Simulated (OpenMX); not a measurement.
A run of OpenMX 3.8.5 is set up as follows.

File BiTe.dat:

```
System.CurrrentDirectory             ./
System.Name                          BiTe
DATA.PATH                            ./DFT_DATA13
level.of.stdout                      1
level.of.fileout                     0
Species.Number                       2
<Definition.of.Atomic.Species
  Bi  Bi8.0-s3p2d2f1         Bi_PBE13
  Te  Te7.0-s3p2d2f1         Te_PBE13
Definition.of.Atomic.Species>

Atoms.Number                         2
Atoms.SpeciesAndCoordinates.Unit     FRAC
<Atoms.SpeciesAndCoordinates
    1  Bi   -0.0170560000   -0.0088040000    0.0238150000   7.500  7.500
    2  Te    0.4961140000    0.4922550000    0.5021870000   8.000  8.000
Atoms.SpeciesAndCoordinates>

Atoms.UnitVectors.Unit               Ang
<Atoms.UnitVectors
     0.0000000000    3.2350000000    3.2350000000
     3.2350000000    0.0000000000    3.2350000000
     3.2350000000    3.2350000000    0.0000000000
Atoms.UnitVectors>

scf.XcType                           GGA-PBE
scf.SpinPolarization                 off
scf.ElectronicTemperature            580.226
scf.energycutoff                     260.0
scf.maxIter                          100
scf.EigenvalueSolver                 band
scf.Kgrid                            3 3 3
scf.Mixing.Type                      rmm-diisk
scf.Init.Mixing.Weight               0.05
scf.Min.Mixing.Weight                0.001
scf.Max.Mixing.Weight                0.3
scf.Mixing.History                   25
scf.Mixing.StartPulay                8
scf.criterion                        1.0e-8
scf.stress.tensor                    on
MD.Type                              nomd
```

Potentials or basis: OpenMX 2013 PBE set, Bi8.0-s3p2d2f1, Te7.0-s3p2d2f1, grid cutoff 260 Ry.

Run with:

```sh
$ openmx BiTe.dat -nt 1 > BiTe.std
```

What does it give for the band gap on the k mesh?

None (metal or under the smearing width).

Estimate the largest force.

0.114 eV/Å.

Estimate the pressure.

3.2 GPa.

Predict the Mulliken charges.

Bi +0.43; Te -0.43 e.

Forces in eV/Å, atoms in the order of the input:
```
Bi  -0.084 -0.041  0.065
Te   0.086  0.025 -0.050
```

Caveat: the k mesh is coarse (spacing up to 0.56 Å⁻¹), so the values aren't converged; the real-space grid is coarse for these elements, which adds noise of up to some 20 meV/atom to energies and shifts forces, pressures and volumes; spin-orbit coupling is left out, which moves the levels of the heavy elements; the basis of atomic orbitals isn't converged, which shifts pressures, moduli and gaps.
